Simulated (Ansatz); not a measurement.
**ClF₃MoO: how energies converge with the basis set**

The task here is to estimate one member of a computed series from the others.

The runs use Ansatz 0.2.0, Gaussian basis; one geometry, several basis sets.

Plan: PBE0-D4/def2-SVP; ωB97M-V/def2-SVP; PBE0-D4/def2-QZVPP; ωB97M-V/def2-QZVPP; the functionals' def2-TZVPP values are taken from earlier runs.

## Structure used throughout

All runs share one geometry, relaxed beforehand with PBE0-D4 in a triple-zeta def2 set. Mo takes the def2 core potential; no spin-orbit term is included.

6 atoms, charge 0, spin multiplicity 1.

Atoms are counted from 1 here; the program's logs count them from 0.

Bond lengths: O1–Mo2 1.639 Å, Mo2–F3 1.837 Å, Mo2–F4 1.836 Å, Mo2–F5 1.837 Å, Mo2–Cl6 2.257 Å. Angles: O1–Mo2–F3 103.4°, O1–Mo2–F4 108.3°, O1–Mo2–F5 103.4°, O1–Mo2–Cl6 106.0°, F3–Mo2–F4 84.7°, F3–Mo2–F5 153.2°, F3–Mo2–Cl6 87.5°, F4–Mo2–F5 84.7°, F4–Mo2–Cl6 145.7°, F5–Mo2–Cl6 87.5°.

The first run:

in.yaml

```yaml
crystal:
  periodic: [false, false, false]
  atoms:
    - {symbol: O, position_ang: [-0.843872, 0.016061, -1.488484]}
    - {symbol: Mo, position_ang: [-0.014839, -0.062916, -0.077131]}
    - {symbol: F, position_ang: [-1.282239, -0.623000, 1.128810]}
    - {symbol: F, position_ang: [0.659075, -1.761896, 0.100866]}
    - {symbol: F, position_ang: [1.698998, 0.381967, -0.566140]}
    - {symbol: Cl, position_ang: [-0.174922, 1.985786, 0.855978]}
basis:
  gaussian: {orbitals: def2-SVP}
hamiltonian: {xc: pbe0, dispersion: d4}
output: {orbitals: {seedname: orbitals}}
```

Steps of the session up to this table: PBE0-D4 in def2-SVP; ωB97M-V in def2-SVP; PBE0-D4 in def2-QZVPP; ωB97M-V in def2-QZVPP.

One table of the session follows, with a row left open; its other results are not shown here.

It belongs to the step «Density functionals: the series». 

| functional | basis | HOMO (eV) | LUMO (eV) |
| --- | --- | --- | --- |
| PBE0-D4 | def2-SVP | -10.24 | -5.26 |
| PBE0-D4 | def2-TZVPP | ? | ? |
| PBE0-D4 | def2-QZVPP | -10.18 | -5.09 |
| ωB97M-V | def2-SVP | -12.42 | -3.06 |
| ωB97M-V | def2-TZVPP | -12.41 | -2.93 |
| ωB97M-V | def2-QZVPP | -12.41 | -2.91 |

**Question.** Estimate the row for PBE0-D4, def2-TZVPP.

The run gave: HOMO (eV): -10.19; LUMO (eV): -5.11. In the column «HOMO (eV)» it lies between PBE0-D4, def2-SVP (-10.24) and PBE0-D4, def2-QZVPP (-10.18).
